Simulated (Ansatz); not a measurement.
# TaH+ (doublet): the correlation ladder, def2-TZVPP

One table from this session's results is given with a row withheld; the runs are named, their logs left out.

Computed with Ansatz 0.2.0, Gaussian basis. Level: def2-TZVPP, core rule «outside noble gas», up to 4 orbitals frozen.

To be run: UHF; CCSD(T) on ROHF; CCSD(T) on UHF; CCSDT(Q) on ROHF; CCSDT(Q) on UHF; CASSCF and MRCISD+Q, 5 electrons in 7 orbitals; CASSCF and NEVPT4(SD), 5 electrons in 7 orbitals; CASSCF and NEVPT2, 5 electrons in 7 orbitals.

17 further runs of the same task are left out: 5 for a known fault of the program, 5 that didn't finish, 7 set aside as unsound or not needed. Runs told in other sessions of the task aren't counted.

### The geometry

The geometry is a PBE0/def2-TZVP stationary point (not a proven minimum) of the parent state, kept for this charge and spin. No spin-orbit coupling is included. Elements past krypton take def2 core potentials.

2 atoms, charge 1, spin multiplicity 2.

Atoms are counted from 1 here; the program's logs count them from 0.

Bond lengths: Ta1–H2 1.752 Å.

Set-up of the first run:

Input file in.yaml:

```yaml
crystal:
  periodic: [false, false, false]
  atoms:
    - {symbol: Ta, position_ang: [0.000000, 0.000000, 0.000000]}
    - {symbol: H, position_ang: [0.000000, 0.000000, 1.751800]}
basis:
  gaussian: {orbitals: def2-TZVPP}
total_charge: 1
magnetization: {spin_polarized: true, initial_magnetization: 1}
hamiltonian: {xc: hf}
output: {orbitals: {seedname: orbitals}}
```

Launch:

```
ansatz run in.yaml --threads 1 --pin off --events-out ev --progress --plain --max-ram 2393MiB
```

Among the steps run: UHF; CCSD(T) on ROHF; CCSD(T) on UHF; CCSDT(Q) on ROHF; CCSDT(Q) on UHF; CASSCF and MRCISD+Q, 5 electrons in 7 orbitals; CASSCF and NEVPT4(SD), 5 electrons in 7 orbitals; CASSCF and NEVPT2, 5 electrons in 7 orbitals.

One of the session's tables, all rows but one given; the rest of the session is left out.

```
            method  from RCCSDT(Q) (kJ/mol)
               UHF                   +207.0
              RMP2                   +113.5
              UMP2                    +36.4
             RCCSD                    +41.7
             UCCSD                    -17.4
          RCCSD(T)                    +17.1
          UCCSD(T)                    -29.7
            RCCSDT                        ?
            UCCSDT                    -38.0
         RCCSDT(Q)                        0
         UCCSDT(Q)                    -38.9
    CASSCF valence                   +155.9
    NEVPT2 valence                    +42.5
NEVPT4(SD) valence                     +4.0
    MRCISD valence                     +2.3
  MRCISD+Q valence                     -3.4
```

Estimate the missing values for RCCSDT.

**Answer.** from RCCSDT(Q) (kJ/mol): +3.6. In the column «from RCCSDT(Q) (kJ/mol)» it lies between MRCISD valence (+2.3) and NEVPT4(SD) valence (+4.0).

Left out of the table: ROHF (another determinant or state than the rows shown).

Caveats from the session: The determinant of HF (⟨S²⟩ 1.75) is far from a pure spin state, so its energy mixes those of several spin states; that is harmless only where they are near-degenerate. The determinant of CCSD(T) (⟨S²⟩ 1.75) is far from a pure spin state, so its energy mixes those of several spin states; high orders of coupled cluster remove much of that, low ones don't. The determinant of CCSDT(Q) (⟨S²⟩ 1.75) is far from a pure spin state, so its energy mixes those of several spin states; high orders of coupled cluster remove much of that, low ones don't. The program flags UCCSD(T), UCCSDT(Q) as in doubt, so read those rows with care; the flags are other amplitudes. Warnings: spin contamination; coupled cluster took another determinant than the lowest; large T1 diagnostic. Restricted and unrestricted rows rest on different reference determinants; a gap between their highest levels can come from leftover correlation error, from unlike frozen cores or from another state.
